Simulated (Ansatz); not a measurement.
# EuAl2Ge2: the cost of one run

Program: the Python package of Ansatz 0.2.0. The levels of theory stand in the script. These are calculated values, not measurements.

## Step 1: The system

The structure is trigonal, space group P-3m1 (No. 164). The conventional cell has a = 4.214 Å, b = 4.214 Å, c = 7.320 Å, α = 90.00°, β = 90.00°, γ = 120.00°. Eu (site symmetry -3m) is surrounded by 6 Ge at 3.13 Å and 6 Al at 3.60 Å. Al (site symmetry 3m) is surrounded by 4 Ge at 2.53 to 2.71 Å. Ge (site symmetry 3m) has 4 Al at 2.53 to 2.71 Å as nearest neighbours.

No structure file is read: the coordinates are typed or built in the script.

## Step 2: The script

eual2ge2.py

```python
"""How the lattice of EuAl2Ge2 depends on the functional."""

import warnings

import ansatz
import numpy as np

def edges_and_angles(cell):
    cell = np.asarray(cell)
    a, b, c = np.linalg.norm(cell, axis=1)
    cosines = cell[1] @ cell[2] / (b * c), cell[0] @ cell[2] / (a * c), cell[0] @ cell[1] / (a * b)
    return (a, b, c, *np.degrees(np.arccos(cosines)))


def main() -> None:
    warnings.simplefilter("ignore", ansatz.DeckWarning)

    cell = (
        ansatz.Lattice.of([4.214, 0.0, 0.0], [-2.107, 3.649431, 0.0], [0.0, 0.0, 7.32])
        .atom("Eu", [0.0, 0.0, 0.0])
        .atom("Al", [1 / 3, 2 / 3, 0.6383])
        .atom("Al", [2 / 3, 1 / 3, 0.3617])
        .atom("Ge", [1 / 3, 2 / 3, 0.2684])
        .atom("Ge", [2 / 3, 1 / 3, 0.7316])
        .moments(Eu=7)
    )

    job = (
        cell.calculation()
        .basis(56 * ansatz.Ry)
        .spin("collinear")  # two spin channels
        .occupations("Gaussian", width=0.1)
        .scf(algorithm="density_mixing")
        .kpoints(6, 6, 3)  # the mesh must be finer for metals
        .relax(cell=True, force_tolerance=0.001, density_extrapolation="transplant")  # relax until the tolerances are met
    )

    levels = [("pbesol", "d3bj"), ("blyp", "d3bj"), ("r2scan", "none")]
    print("level            a       b       c    alpha   beta  gamma  V/atom  steps")
    for name, dispersion in levels:
        seen = []
        run = job.functional(name, dispersion=dispersion).session().plan()
        done = run.execute(on_event=lambda e: seen.append(e) if e["event"] == "relax_step" else None)
        cell = done.lattice.cell_ang
        label = name if dispersion == "none" else f"{name}+{dispersion}"
        print("{:13s} {:7.4f} {:7.4f} {:7.4f} {:6.2f} {:6.2f} {:6.2f}".format(label, *edges_and_angles(cell)), f"{abs(np.linalg.det(cell)) / len(done.lattice.sites):7.3f} {len(seen):5d}")


if __name__ == "__main__":
    main()
```

## Step 3: The input behind the calls

The engine receives this input (first run):

```yaml
crystal:
  lattice:
    - [4.214, 0.0, 0.0]
    - [-2.107, 3.649431, 0.0]
    - [0.0, 0.0, 7.32]
  atoms:
    - { symbol: Eu, position: [0.0, 0.0, 0.0] }
    - { symbol: Al, position: [0.3333333333333333, 0.6666666666666666, 0.6383] }
    - { symbol: Al, position: [0.6666666666666666, 0.3333333333333333, 0.3617] }
    - { symbol: Ge, position: [0.3333333333333333, 0.6666666666666666, 0.2684] }
    - { symbol: Ge, position: [0.6666666666666666, 0.3333333333333333, 0.7316] }
basis:
  ecutwfc: 761.918814887664
kpoints:
  mp_grid:
    grid: [6, 6, 3]
hamiltonian:
  xc: pbesol
  dispersion: d3bj
magnetization:
  spin_polarized: true
  per_species:
    Eu: 7.0
scf:
  algorithm: density_mixing
  occupations:
    method: gaussian
    width: 0.1
relax:
  f_tol: 0.001
  density_extrapolation: transplant
  cell: {}
```

## Step 4: The run

On the command line:

```
python eual2ge2.py
```

What time and memory should one allow on 1 thread of Arm Neoverse V1, shared host?

About 11 min, with a peak of 1.2 GiB.
